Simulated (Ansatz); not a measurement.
## TiN, space group Fm-3m: an all-electron equation of state, step by step

With the Python package of Ansatz (0.2.0).

Typed at the interpreter:
```pycon
>>> import warnings
>>> import ansatz as az
>>> from ase.eos import EquationOfState
>>> from ase.units import GPa
>>> import numpy as np
>>> vectors0 = np.array([
...     [0.0, 2.119, 2.119],
...     [2.119, 0.0, 2.119],
...     [2.119, 2.119, 0.0],
... ])
>>> sites = [
...     ('Ti', (0.0, 0.0, 0.0)),
...     ('N', (0.5, 0.5, 0.5)),
... ]
>>> def build(cell):
...     crystal = az.Crystal(lattice=az.Lattice.of(cell))
...     for symbol, position in sites:
...         crystal = crystal.atom(symbol, position)
...     return crystal
...
>>> warnings.simplefilter('ignore', az.DeckWarning)
>>> volumes, energies = [], []
>>> for scale in np.linspace(0.94, 1.06, 5):
...     cell = vectors0 * scale ** (1 / 3)
...     calc = (
...         build(cell).calculation()
...         .occupations(az.OccupationsMethod.COLD, width=50 * az.meV)
...         .mixing('msr1')
...         .functional('lda')
...         .scf(algorithm='direct_min')
...         .kpoints(9, 9, 9)
...         .pseudopotentials('all_electron', lapw=True, relativity='none')
...     )
...     report = calc.run(threads=1, backend='cpu').report
...     volumes.append(abs(np.linalg.det(cell)) / len(sites))
...     energies.append(report['free_energy_ev'] / len(sites))
...     print(f'{scale:.3f} {volumes[-1]:9.4f} A^3/atom {energies[-1]:16.5f} eV/atom  (estimated basis error {1000 * report["lapw_basis_errors"]["total_ev_per_atom"]:.2f} meV/atom)')
...
0.940    8.9438 A^3/atom     -12273.05548 eV/atom  (estimated basis error 0.08 meV/atom)
0.970    9.2292 A^3/atom     -12273.05652 eV/atom  (estimated basis error 0.08 meV/atom)
1.000    9.5147 A^3/atom     -12273.04099 eV/atom  (estimated basis error 0.09 meV/atom)
1.030    9.8001 A^3/atom     -12273.01140 eV/atom  (estimated basis error 0.08 meV/atom)
1.060   10.0855 A^3/atom     -12272.96989 eV/atom  (estimated basis error 0.09 meV/atom)
>>> v0, e0, bulk = EquationOfState(volumes, energies, eos='birchmurnaghan').fit()
>>> print(f'V0 = {v0:.4f} A^3/atom, B0 = {bulk / GPa:.1f} GPa')
V0 = 9.1011 A^3/atom, B0 = 318.7 GPa
```

A third-order Birch-Murnaghan fit through the 5 points has its minimum at 9.10 Å³ an atom, 4.3 % below the typed cell, with a bulk modulus of 319 GPa and dB/dP = 4.3. From that minimum the energy rises by 2.8 meV an atom on the compressed side and 88.4 meV on the expanded side. The window is off centre, so dB/dP is rough.

Caveats:
- These settings explore the input space; cutoff and mesh may be short of convergence.
- The run is spin-unpolarised.
- The mesh is modest for a metal, so energies can be off by several to tens of meV an atom and pressures by half a GPa or more; differences at equal mesh fare better.
- The structure is a deposited one; some such entries were measured under pressure or heat, so a shift against it needn't be the functional's error alone.
- Timing: 65 s on 1 thread of AMD EPYC 7B13 (Zen 3), on a shared host, peak memory 0.43 GiB.

(Lines on the test bed's own set-up are left out of the output.)
